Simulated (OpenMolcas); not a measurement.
# W²⁺ among point charges: CASSCF levels and susceptibility

How does a field of 6 point charges split the states of W²⁺, and what χT follows?

The numbers are computed with OpenMolcas 26.06 (state-averaged CASSCF, spin-orbit coupling by RASSI with atomic mean-field integrals), except any that are marked as measured or tabulated.

1 further run of the same task is left out (it didn't finish).

## (1) Starting point

* Species: W²⁺ (tungsten, Z = 74, 72 electrons)
* Basis: ANO-RCC-VDZP [7s6p4d2f1g], 68 functions
* Scalar Hamiltonian: DKH2, point nucleus
* Inactive shells: 1s 2s 2p 3s 3p 3d 4s 4p 4d 4f 5s 5p
* Active space: 4 electrons in 5 orbitals (5d)
* Some configurations of this space: 5d⁴
* Orbitals: optimised for each spin and parity, averaged over all roots

The outer shells:

5d4
```
5d [↑ ][↑ ][↑ ][↑ ][  ]
```

The ion sits among 6 point charges of -1.7 e arranged as a tetragonal octahedron (D4h), 2.08 Å from the ion, with the axial distance 1.789 Å. The active orbitals were held to one l.

The work runs as a chain of OpenMolcas steps in one folder; each step below is one input file. Labels, J, g values, rates, χT and fits are worked out afterwards by a script from the matrices that RASSI stores. The input lists half of the charges; inversion (Group=XYZ) makes the rest.

## (2) One- and two-electron integrals

a.inp reads:

```
&GATEWAY
Coord
1

W 0.0 0.0 0.0
Basis=ANO-RCC-VDZP
Group=XYZ
NoMove
AngMom=0.0 0.0 0.0
AMFI
XField
3 Angstrom 0
2.080000 0.000000 0.000000 -1.700000
0.000000 2.080000 0.000000 -1.700000
0.000000 0.000000 1.788800 -1.700000
&SEWARD
```

Run with:

```sh
$ OMP_NUM_THREADS=1 MOLCAS_MEM=1689 MOLCAS_PROJECT=a pymolcas a.inp > a.log
```

The program printed:

```text
Basis set label: W.ANO-RCC...7S6P4D2F1G.

      Electronic valence basis set:
      ------------------
      Associated Effective Charge  74.000000 au
      Associated Actual Charge     74.000000 au
      Nuclear Model: Point charge

      Shell  nPrim  nBasis  Cartesian Spherical Contaminant
         s      24       7        X
         p      21       6        X
         d      15       4                 X
         f      11       2                 X
         g       4       1                 X
                  Relativistic Douglas-Kroll-Hess integrals:
                    - DKH order of Hamiltonian: 2
                    - DKH order of Properties : 0
                  Atomic mean-field integrals
```

## (3) CASSCF: quintets of even parity, 5 roots

a.inp reads:

```
&RASSCF
FileOrb=start.orb
Symmetry=1
Spin=5
nActEl=4 0 0
Inactive=15 19
Ras2=5 0
CIRoot=5 5 1
SDav=5
CIMx=300
Iter=120 100
PrWF=0.3
OrbListing=Nothing
MaxOrb=0
SupSym
1
20 4 5 6 7 8 10 11 12 13 14 16 17 18 19 20 23 24 25 26 27
0
>>> COPY $Project.JobIph JOB001
```

start.orb holds the contracted functions of the basis, ordered by shell, or the orbitals of the step before.

The program printed, shortened:

```text
[...]
      Number of active orbitals                  5
[...]
      Spin quantum number                      2.0
[...]
      Active orbitals                            5   0
[...]
      Number of CSFs                             5
      Number of root(s) required                 5
[...]
      Convergence after  9 iterations
[...]
      Natural orbitals and occupation numbers for root  1
      sym 1:   1.000000   1.000000  -0.000000   1.000000   1.000000
      Natural orbitals and occupation numbers for root  2
      sym 1:   1.000000   1.000000   1.000000   0.000000   1.000000
      Natural orbitals and occupation numbers for root  3
      sym 1:   1.000000   0.000000   1.000000   1.000000   1.000000
::    RASSCF root number  1 Total energy: -16132.24620395
::    RASSCF root number  2 Total energy: -16132.17541978
::    RASSCF root number  3 Total energy: -16132.11580868
::    RASSCF root number  4 Total energy: -16132.11580868
::    RASSCF root number  5 Total energy: -16132.08737281
```

## (4) Reference wave functions, triplets of even parity, 45 roots

a.inp reads:

```
&RASSCF
FileOrb=start.orb
Symmetry=1
Spin=3
nActEl=4 0 0
Inactive=15 19
Ras2=5 0
CIRoot=45 45 1
SDav=45
CIMx=300
Iter=120 100
PrWF=0.3
OrbListing=Nothing
MaxOrb=0
SupSym
1
20 4 5 6 7 8 10 11 12 13 14 16 17 18 19 20 23 24 25 26 27
0
>>> COPY $Project.JobIph JOB002
```

The program printed, shortened:

```text
[...]
      Number of active orbitals                  5
[...]
      Spin quantum number                      1.0
[...]
      Active orbitals                            5   0
[...]
      Number of CSFs                            45
      Number of root(s) required                45
[...]
      Convergence after  8 iterations
[...]
      Natural orbitals and occupation numbers for root  1
      sym 1:   0.999994   0.999994   0.011601   1.980802   0.007609
      Natural orbitals and occupation numbers for root  2
      sym 1:   1.956570   0.985517   0.039952   1.014274   0.003687
      Natural orbitals and occupation numbers for root  3
      sym 1:   0.985517   0.003687   0.039952   1.014274   1.956570
::    RASSCF root number  1 Total energy: -16132.26057550
::    RASSCF root number  2 Total energy: -16132.23383966
::    RASSCF root number  3 Total energy: -16132.23383966
[...]
::    RASSCF root number 27 Total energy: -16132.04506201
::    RASSCF root number 28 Total energy: -16132.03199255
::    RASSCF root number 29 Total energy: -16132.03199255
::    RASSCF root number 30 Total energy: -16132.02188785
```

## (5) CASSCF: singlets of even parity, 50 roots

a.inp reads:

```
&RASSCF
FileOrb=start.orb
Symmetry=1
Spin=1
nActEl=4 0 0
Inactive=15 19
Ras2=5 0
CIRoot=50 50 1
SDav=50
CIMx=300
Iter=120 100
PrWF=0.3
OrbListing=Nothing
MaxOrb=0
SupSym
1
20 4 5 6 7 8 10 11 12 13 14 16 17 18 19 20 23 24 25 26 27
0
>>> COPY $Project.JobIph JOB003
```

The program printed, shortened:

```text
[...]
      Number of active orbitals                  5
[...]
      Spin quantum number                      0.0
[...]
      Active orbitals                            5   0
[...]
      Number of CSFs                            50
      Number of root(s) required                50
[...]
      Convergence after  8 iterations
[...]
      Natural orbitals and occupation numbers for root  1
      sym 1:   0.999842   0.019155   0.024589   1.956572   0.999842
      Natural orbitals and occupation numbers for root  2
      sym 1:   0.998856   0.030457   0.012337   1.959493   0.998856
      Natural orbitals and occupation numbers for root  3
      sym 1:   1.109151   0.027739   0.039310   1.714648   1.109152
::    RASSCF root number  1 Total energy: -16132.22665850
::    RASSCF root number  2 Total energy: -16132.22360951
::    RASSCF root number  3 Total energy: -16132.20394097
[...]
::    RASSCF root number 27 Total energy: -16132.02099253
::    RASSCF root number 28 Total energy: -16132.00796975
::    RASSCF root number 29 Total energy: -16132.00796975
::    RASSCF root number 30 Total energy: -16132.00244847
```

## (6) State interaction with spin-orbit coupling

a.inp reads:

```
&RASSI
NrOfJobIphs=3 5 45 50
1 2 3 4 5
1 2 3 4 5 6 7 8 9 10 11 12 13 14 15 16 17 18 19 20 21 22 23 24 25 26 27
28 29 30 31 32 33 34 35 36 37 38 39 40 41 42 43 44 45
1 2 3 4 5 6 7 8 9 10 11 12 13 14 15 16 17 18 19 20 21 22 23 24 25 26 27
28 29 30 31 32 33 34 35 36 37 38 39 40 41 42 43 44 45 46 47 48 49 50
IphNames
JOB001
JOB002
JOB003
EJob
SpinOrbit
DIPRint=1.0
SOCoupling=1000.0
Subsets=2
Property=9
'ANGMOM' 1 'ANGMOM' 2 'ANGMOM' 3 'MLTPL  1' 1 'MLTPL  1' 2 'MLTPL  1' 3
'AMFI' 1 'AMFI' 2 'AMFI' 3
SOProperty=3
'ANGMOM' 1 'ANGMOM' 2 'ANGMOM' 3
```

The program printed, shortened:

```text
SPIN-FREE ENERGIES:
  (Shifted by EMIN (a.u.) =     -16132.2605755032)
 SF State       Relative EMIN(au)   Rel lowest level(eV)    D:o, cm**(-1)      L_eff
     6             0.0000000000        0.0000000000              0.0000         3.8
     1             0.0143715561        0.3910699638           3154.1920         1.9
     7             0.0267358410        0.7275192965           5867.8389         3.8
     8             0.0267358410        0.7275192965           5867.8389         3.8
    51             0.0339170021        0.9229286454           7443.9215         4.6
    52             0.0369659906        1.0058958477           8113.0972         4.6
    53             0.0566345327        1.5411041454          12429.8432         4.2
    54             0.0578423532        1.5739706155          12694.9292         4.5
    55             0.0578423532        1.5739706155          12694.9292         4.5
     9             0.0773667142        2.1052555425          16980.0311         4.6
[...]
Eigenvalues of complex Hamiltonian:
   -----------------------------------
  (Shifted by EMIN (a.u.) =     -16132.2605755032)
 SO State       Relative EMIN(au)   Rel lowest level(eV)    D:o, cm**(-1)     J-value
     1            -0.0129870680        0.0000000000              0.0000         2.8
     2            -0.0090257981        0.1077916468            869.3983         2.7
     3            -0.0090257981        0.1077916461            869.3983         2.7
     4             0.0092457339        0.6049853603           4879.5360         2.5
     5             0.0093927594        0.6089861285           4911.8044         2.4
     6             0.0150106159        0.7618557923           6144.7814         2.7
     7             0.0150106159        0.7618557914           6144.7814         2.7
     8             0.0164888666        0.8020810413           6469.2199         2.7
     9             0.0177964016        0.8376608828           6756.1907         3.2
    10             0.0189693909        0.8695795456           7013.6320         3.0
    11             0.0223681986        0.9620658154           7759.5841         2.9
[...]
```

These steps: 24 s of run time, 1 thread of Arm Neoverse V1, shared host.

Spin-free states, with their symmetry labels:

| state | degeneracy | E (cm-1) | free-ion L (%) |
| --- | --- | --- | --- |
| 3A2 | 1 | 0 | H (36) |
| 5A1 | 1 | 3154 | D (100) |
| 3E | 2 | 5868 | H (40) |
| 1B2 | 1 | 7444 | G (45) |
| 1B1 | 1 | 8113 | I (51) |
| 1A1 | 1 | 12430 | I (38) |
| 1E | 2 | 12695 | G (54) |
| 3A1 | 1 | 16980 | H (65) |
| 3E | 2 | 18444 | G (33) |
| 5B1 | 1 | 18690 | D (100) |
| 3B2 | 1 | 19047 | F (51) |
| 3B1 | 1 | 19517 | F (48) |
| 3A1 | 1 | 20499 | G (67) |
| 1A1 | 1 | 20688 | I (43) |
| 1B2 | 1 | 24328 | I (58) |
| 3A2 | 1 | 24566 | H (45) |
| 1B1 | 1 | 25019 | I (62) |
| 3E | 2 | 25570 | F (60) |
| 1E | 2 | 28050 | G (39) |
| 3E | 2 | 29489 | H (33) |
| 1A2 | 1 | 30497 | G (51) |
| 5E | 2 | 31773 | D (100) |
| 1A1 | 1 | 31830 | G (49) |
| 3B1 | 1 | 32608 | H (58) |

With spin-orbit coupling:

```tsv
E (cm-1)	Degeneracy	Label	2S+1	g
0.0	1	A1	3	
869.4	2	E	3	0.00 0.00 3.70
4880	1	B2	5	
4912	1	B1	5	
6145	2	E	5	0.00 0.00 2.92
6469	1	A1	3	
6756	1	A2	3	
7014	1	A1	3	
7760	1	B2	1	
8178	2	E	3	0.00 0.00 1.56
8213	1	B1	3	
10847	1	B2	3	
10985	1	B1	1	
14390	2	E	1	0.00 0.00 1.81
14557	1	A1	1	
19036	1	A2	3	
19542	2	E	3	0.00 0.00 3.31
20167	1	A1	3	
20186	1	B1	3	
20348	1	A2	3	
20463	2	E	3	0.00 0.00 1.89
20521	1	B2	3	
20989	1	B1	5	
20993	2	E	3	0.00 0.00 4.57
```

The table of states holds 24 of 76 computed; the rest, higher up, is left out. Principal g values are given for doublets only; a zero marks a field direction without first-order Zeeman splitting.

Powder χT (cm³ K/mol): 0.00 at 2 K, 0.01 at 5 K, 0.02 at 10 K, 0.04 at 20 K, 0.11 at 50 K, 0.21 at 100 K, 0.32 at 150 K, 0.43 at 200 K, 0.53 at 250 K, 0.63 at 300 K.

## (7) Results

```
                                            quantity                            value
                                              method                           CASSCF
                              spin-free ground state  3A2, 1-fold in its orbital part
first state of the same spin within the active space                  3E at 5870 cm⁻¹
                                        lowest level                        1-fold A1
                                          next level                       869.4 cm⁻¹
                                         χT at 300 K                   0.63 cm³ K/mol
                           effective moment at 300 K                          2.24 μB
```

The spin-free ground state (3A2) comes to 36 % from free-ion H terms and has less than the highest spin computed. χT at 300 K is 0.63, against 1.00 cm³ K/mol for the spin alone, so spin-orbit coupling lowers it. The field of point charges can differ much from that of real complexes. With metal d orbitals alone active, the gaps between spin states are rough; where two lie within a few thousand cm-1, their order is open. This is an electrostatic model: the charges have no orbitals.
